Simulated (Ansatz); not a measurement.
# NaCu2H3: the cost of one run

Computed with Ansatz 0.2.0 (DFT PBE, scalar-relativistic, plane waves, PAW, unless a step's input says otherwise).

## (1) The structure to begin with

The structure is hexagonal, space group P6/mmm (No. 191). The conventional cell has a = 5.208 Å, b = 5.208 Å, c = 2.880 Å, α = 90.00°, β = 90.00°, γ = 120.00°. Na (site symmetry 6/mmm) has 2 Na at 2.88 Å and 12 H at 2.98 Å and 6 Cu at 3.01 Å as nearest neighbours. Cu (site symmetry -6m2) is surrounded by 6 H at 2.08 Å. H (site symmetry mmm) is surrounded by 4 Cu at 2.08 Å and 4 Na at 2.98 Å.

Coordinates:

```
Na Cu H
1.0
     5.20819    0.00000    0.00000
    -2.60409    4.51042    0.00000
     0.00000    0.00000    2.88021
Na Cu H
1 2 3
Direct
  0.00000 0.00000 0.00000
  0.33333 0.66667 0.00000
  0.66667 0.33333 0.00000
  0.50000 0.00000 0.50000
  0.50000 0.50000 0.50000
  0.00000 0.50000 0.50000
```

The cell is invented: species swapped into a database cell of TmB2Ru3 (P6/mmm, No. 191), with Na on the Tm sites, Cu on the B sites and H on the Ru sites. Its size is a rough estimate.

## (2) A first look at the guess

File input.yaml:

```yaml
crystal:
  lattice:
    - [5.2081865, 0.0, 0.0]
    - [-2.60409325, 4.51042181, 0.0]
    - [0.0, 0.0, 2.88021212]
  atoms:
    - { symbol: Na, position: [0.0, 0.0, 0.0] }
    - { symbol: Cu, position: [0.33333333, 0.66666667, 0.0] }
    - { symbol: Cu, position: [0.66666667, 0.33333333, 0.0] }
    - { symbol: H, position: [0.5, 0.0, 0.5] }
    - { symbol: H, position: [0.5, 0.5, 0.5] }
    - { symbol: H, position: [0.0, 0.5, 0.5] }
basis:
  ecutwfc: 420
kpoints:
  mp_grid: { grid: [6, 6, 6] }
hamiltonian:
  xc: pbe
scf:
  occupations: { method: gaussian, width: 0.1 }
  lower_state_search: "off"
output:
  forces: true
  stress: true
  eigenvalues: true
```

Command:

```bash
> ansatz run input.yaml --threads 1 --pin off --max-ram 2048MiB --backend cpu --events-out ev --progress --plain --runs-dir out
```

What time and memory should one allow on 1 thread of Arm Neoverse V1, shared host?

About 3.5 s, with a peak of 0.34 GiB.
